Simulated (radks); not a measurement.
# Ta²⁺ in [Kr] 4d10 4f14 5p6 5d3 5f2: an all-electron calculation

What are the levels of the tantalum ion Ta2+, how large are its shells, and how does its energy divide?

Method: Dirac Kohn-Sham, BLYP, spin-unpolarised, spherical densities, point nucleus; open shells fill j = l - 1/2 first. Code: radks (a radial shooting solver on a logarithmic mesh, Libxc functionals) version 1.

### 1 The atom as given

```
element       : tantalum (Z = 73)
charge        : +2
electrons     : 71
configuration : [Kr] 4d10 4f14 5p6 5d3 5f2
```

### 2 The run

Settings of this run:

```text
Z 73
configuration [Kr] 4d10 4f14 5p6 5d3 5f2
relativity Dirac
functional b88,lyp
spin unpolarised
j_filling energy
nucleus point
c 137.035999084
```

Q: Predict the outcome of this run.

**Answer**, as computed:

| quantity | value |
| --- | --- |
| total energy | -15619.2918 hartree |
| exchange-correlation share of it | 2.03 % |
| −T/E | 1.1228 |
| highest occupied level | 5f5/2, -7.330 eV |
| most extended occupied level | 5f5/2, <r> = 4.40 bohr |
| radius at density 0.001 e/bohr³ | 5.26 bohr |
| maxima of the radial density | 4 |

**Reading.** The radial density shows 4 maxima for 5 occupied principal shells; where shells overlap, one shows as a shoulder or not at all. −T/E is 1.123: with relativity the kinetic term as defined here no longer equals −E. This is not the tabulated ground configuration, so its levels and sizes aren't those of the ground state, and no measured value stands beside it.
